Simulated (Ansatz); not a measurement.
# CH₆ClFO₂Si₂: a ladder of functionals and wavefunction methods

An exercise on one series of results from a longer session: the logs are not shown, and one member is left open.

Method: functionals in def2-TZVPP, the program's frozen cores in correlated methods; program: Ansatz 0.2.0, Gaussian basis.

The runs, in order: PBE-D4, r2SCAN-D4, PBE0-D4, B3LYP-D4, ωB97X-V, ωB97M-V, B2PLYP; CCSD(T)/def2-TZVPP; MP2/def2-QZVPP; extrapolation to the limit.

**The geometry**

An earlier PBE0-D4 in a triple-zeta def2 set relaxation fixed the geometry.

SMILES `CO[SiH](F)O[SiH2]Cl`, 13 atoms, charge 0, spin multiplicity 1.

Atoms are counted from 1 here; the program's logs count them from 0.

Bond lengths: C1–O2 1.413 Å, C1–H8 1.090 Å, C1–H9 1.095 Å, C1–H10 1.093 Å, O2–Si3 1.614 Å, Si3–F4 1.583 Å, Si3–O5 1.624 Å, Si3–H11 1.471 Å, O5–Si6 1.624 Å, Si6–Cl7 2.052 Å, Si6–H12 1.476 Å, Si6–H13 1.477 Å. Angles: O2–C1–H8 107.9°, O2–C1–H9 111.5°, O2–C1–H10 110.9°, H8–C1–H9 108.5°, H8–C1–H10 108.8°, H9–C1–H10 109.1°, C1–O2–Si3 126.4°, O2–Si3–F4 105.8°, O2–Si3–O5 112.5°, O2–Si3–H11 113.0°, F4–Si3–O5 108.7°, F4–Si3–H11 109.1°, O5–Si3–H11 107.7°, Si3–O5–Si6 149.8°, O5–Si6–Cl7 109.9°, O5–Si6–H12 108.3°, O5–Si6–H13 110.7°, Cl7–Si6–H12 107.6° and more.

As a file:

```mol
CH6ClFO2Si2
  3D, bonds by distance, orders not assigned

 13 12  0  0  0  0  0  0  0  0999 V2000
    0.1619    2.1394   -0.0944 C   0  0
   -0.1761    1.1805   -1.0750 O   0  0
   -1.1010   -0.1249   -0.8607 Si  0  0
   -1.1112   -0.8788   -2.2527 F   0  0
   -0.5078   -1.1273    0.2702 O   0  0
    0.7091   -2.0422    0.8355 Si  0  0
    2.3216   -0.8573    1.2902 Cl  0  0
    0.6749    2.9623   -0.5926 H   0  0
   -0.7295    2.5354    0.4034 H   0  0
    0.8300    1.7106    0.6573 H   0  0
   -2.4832    0.2066   -0.4822 H   0  0
    0.2629   -2.6877    2.0852 H   0  0
    1.1483   -3.0165   -0.1842 H   0  0
  1  2  8  0
  2  3  8  0
  3  4  8  0
  3  5  8  0
  5  6  8  0
  6  7  8  0
  1  8  8  0
  1  9  8  0
  1 10  8  0
  3 11  8  0
  6 12  8  0
  6 13  8  0
M  END
```

The first run:

in.yaml

```yaml
crystal:
  periodic: [false, false, false]
  atoms:
    - {symbol: C, position_ang: [0.161929, 2.139366, -0.094439]}
    - {symbol: O, position_ang: [-0.176054, 1.180498, -1.075018]}
    - {symbol: Si, position_ang: [-1.101030, -0.124901, -0.860706]}
    - {symbol: F, position_ang: [-1.111162, -0.878801, -2.252678]}
    - {symbol: O, position_ang: [-0.507799, -1.127325, 0.270228]}
    - {symbol: Si, position_ang: [0.709087, -2.042213, 0.835506]}
    - {symbol: Cl, position_ang: [2.321597, -0.857312, 1.290191]}
    - {symbol: H, position_ang: [0.674877, 2.962298, -0.592558]}
    - {symbol: H, position_ang: [-0.729483, 2.535375, 0.403362]}
    - {symbol: H, position_ang: [0.830023, 1.710647, 0.657269]}
    - {symbol: H, position_ang: [-2.483181, 0.206573, -0.482191]}
    - {symbol: H, position_ang: [0.262897, -2.687719, 2.085212]}
    - {symbol: H, position_ang: [1.148310, -3.016496, -0.184198]}
basis:
  gaussian: {orbitals: def2-TZVPP}
hamiltonian: {xc: pbe, dispersion: d4}
output: {forces: true, orbitals: {seedname: orbitals}}
```

On the command line:

```console
ansatz run in.yaml --threads 2 --pin off --events-out ev --progress --plain --max-ram 22528MiB --backend cuda --devices 0, --max-vram 18GiB
```

Among the steps run: PBE-D4 (GGA); r2SCAN-D4 (meta-GGA); PBE0-D4 (hybrid); B3LYP-D4 (hybrid); ωB97X-V (range-separated); ωB97M-V (range-separated); B2PLYP (double hybrid); CCSD(T) in def2-TZVPP; MP2 in def2-QZVPP.

One of the session's tables, all rows but one given; the rest of the session is left out.

| method | atomisation energy (eV) |
| --- | --- |
| PBE-D4 | 52.591 |
| r2SCAN-D4 | 52.405 |
| PBE0-D4 | 51.770 |
| B3LYP-D4 | ? |
| ωB97X-V | 52.521 |
| ωB97M-V | 52.485 |
| B2PLYP | 51.677 |
| HF/def2-TZVPP | 38.907 |
| MP2/def2-TZVPP | 52.311 |
| CCSD/def2-TZVPP | 50.301 |
| CCSD(T)/def2-TZVPP | 51.013 |
| MP2/CBS | 53.874 |
| CCSD(T)/CBS | 52.577 |

Q: Estimate the row for B3LYP-D4 from the others.

The run gave: atomisation energy (eV): 52.030. In the column «atomisation energy (eV)» it lies between PBE0-D4 (51.770) and MP2/def2-TZVPP (52.311).

Caveats from the session: Free atoms (1 C, 2 O, 2 Si, 1 F, 1 Cl, 6 H) were run apart at each level; the atomisation energy is their sum less the molecule, without zero-point or spin-orbit terms.
